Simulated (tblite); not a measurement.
# Al3H6LiN3: the cost of one run

Computed with tblite 0.8.0 and PySCF 2.14.0; each step states its level. No surroundings beyond the atoms listed, unless a continuum is named. Atoms count from 0, parts from 1.

### 1 The system as given

13 atoms, charge 1, multiplicity 1; geometry: rigid parts in contact. Parts: 1 = atoms 0–11, `[NH]1[AlH][NH][AlH][NH][AlH]1`, charge 0; 2 = atom 12, `[Li+]`, charge 1.

### 2 Bringing the parts together with GFN2-xTB

Job settings and geometry (Å):

```
{"job": {"kind": "dock", "xc": "GFN2-xTB", "basis": "xTB"}, "charge": 1, "multiplicity": 1, "parts": [{"atoms": "0-11", "charge": 0, "multiplicity": 1}, {"atoms": "12-12", "charge": 1, "multiplicity": 1}]}
N      1.634407    -0.207664     0.678879
Al     0.525561     0.999000     1.445479
N     -1.122089     1.186136     0.721403
Al    -1.679850     0.215182    -0.699615
N     -0.511814    -0.972390    -1.405272
Al     1.155416    -1.213574    -0.746192
H      2.567928    -0.329737     1.069293
H      0.961341     1.818943     2.655363
H     -1.765030     1.861482     1.133224
H     -3.079527     0.390457    -1.279182
H     -0.804965    -1.527079    -2.208524
H      2.118624    -2.220757    -1.364855
Li     1.619970     1.399163    -0.877055
```

Level: GFN2-xTB search for minima from random contacts, gas phase.

Launch:

```
$ OMP_NUM_THREADS=1 python cluster_run.py task.json out
```

The driver reads the jobs from task.json and runs them one after another.

Q: Estimate the wall time of this first job on 1 thread of Intel Xeon 6975P-C, shared host.

About 5.8 s.
